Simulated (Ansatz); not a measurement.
**Pt: a line through an energy map**

The task here is to estimate one member of a computed series from the others.

The COD entry's cell or inner coordinates are ideal or old and differ from later refinements, so a difference from it is no clean test against experiment.

Computed with Ansatz 0.2.0 (DFT LDA, scalar-relativistic, plane waves, PAW, unless a step's input says otherwise).

54 further runs of the same task are left out: 54 set aside as unsound or not needed.

### The system as given

Symmetry: Fm-3m, No. 225, cubic system. The conventional cell has a = 3.894 Å, b = 3.894 Å, c = 3.894 Å, α = 90.00°, β = 90.00°, γ = 90.00°. Pt (site symmetry m-3m) has 12 Pt at 2.75 Å as nearest neighbours.

Structure file:

```cif
data_structure
_symmetry_space_group_name_H-M 'P 1'
_symmetry_Int_Tables_number 1
_cell_length_a 2.7532
_cell_length_b 2.7532
_cell_length_c 2.7532
_cell_angle_alpha 60.000
_cell_angle_beta 60.000
_cell_angle_gamma 60.000
_cell_volume 14.76
loop_
_atom_site_label
_atom_site_type_symbol
_atom_site_fract_x
_atom_site_fract_y
_atom_site_fract_z
_atom_site_occupancy
Pt1 Pt 0.00000 0.00000 0.00000 1
```

It is the result of an earlier relaxation at this level (volume 14.76 Å³/atom; gap on the mesh: none (metal)).

### What is varied

The energy is mapped over volume and the cell's shape.

- volume per atom: 9 values from 12.99 to 16.53 Å³
- c/a of the conventional cell: 11 values from 0.610 to 1.131

Nothing else is relaxed (symmetry fixes all fractional coordinates). Energies count from the relaxed crystal. Points are written as (first, second).

The first run:

Input file input.yaml:

```yaml
crystal:
  lattice:
    - [0.0, 2.1109615543, 1.4571967609]
    - [2.1109615543, 0.0, 1.4571967609]
    - [2.1109615543, 2.1109615543, 0.0]
  atoms:
    - { symbol: Pt, position: [0.0, 0.0, 0.0] }
basis:
  ecutwfc: 420
kpoints:
  mp_grid: { grid: [22, 22, 22] }
hamiltonian:
  xc: lda
scf:
  occupations: { method: gaussian, width: 0.15 }
output:
  forces: true
  stress: true
  eigenvalues: true
```

Launch:

```console
ansatz run input.yaml --threads 1 --pin off --max-ram 2048MiB --backend cpu --events-out ev --progress --plain --runs-dir out
```

Among the steps run: The run at (12.99 Å³, 0.690); Point (13.43 Å³, 0.690); The run at (13.87 Å³, 0.690); The run at (14.31 Å³, 0.690); Point (14.76 Å³, 0.690); Grid point (15.64 Å³, 0.690); Grid point (16.53 Å³, 0.690).

One of the session's tables, all rows but one given; the rest of the session is left out.

```
volume per atom (Å³)  energy (meV/atom)  slope (meV/atom per Å³)  pressure (GPa)
               12.99                431                     −368              59
               13.43                294                     −256              41
               13.87                201                     −163              26
               14.31                  ?                        ?               ?
               14.76                124                      −21               3
               15.20                127                       33              −5
               15.64                151                       77             −12
               16.09                194                      113             −18
               16.53                251                      143             −23
```

**Question.** Estimate the row for volume per atom (Å³) = 14.31.

Worked estimate for «energy (meV/atom)». A straight line through the neighbours (13.87, 201) and (14.76, 124) gives 201 + (124 − 201) × (14.31 − 13.87) / (14.76 − 13.87) = 163; a parabola fitted to 4 rows on both sides gives 147.

As computed: energy (meV/atom): 147; slope (meV/atom per Å³): −85; pressure (GPa): 14. In «energy (meV/atom)» the line misses by +16 and the parabola by +0.

Energies count from the relaxed crystal. Rows without a step come from runs not printed here or follow by symmetry. Slopes come from the forces (and the stress, where the cell changes), not from differences of energies.

Along the line the energy is lowest at 14.76 Å³, 124 meV/atom from the zero. Energies and slopes round the minimum, fitted together, put the minimum at 14.921 Å³, with a curvature of about 120 meV/atom per (Å³)². V·d²E/dV² there is about 300 GPa, a bulk modulus under this line's constraint. The highest point computed, at 12.99 Å³, lies 307 meV/atom above the lowest. This is one cut through a surface in two coordinates; the map's lowest point lies off it. Spin-orbit coupling is left out for Pt.
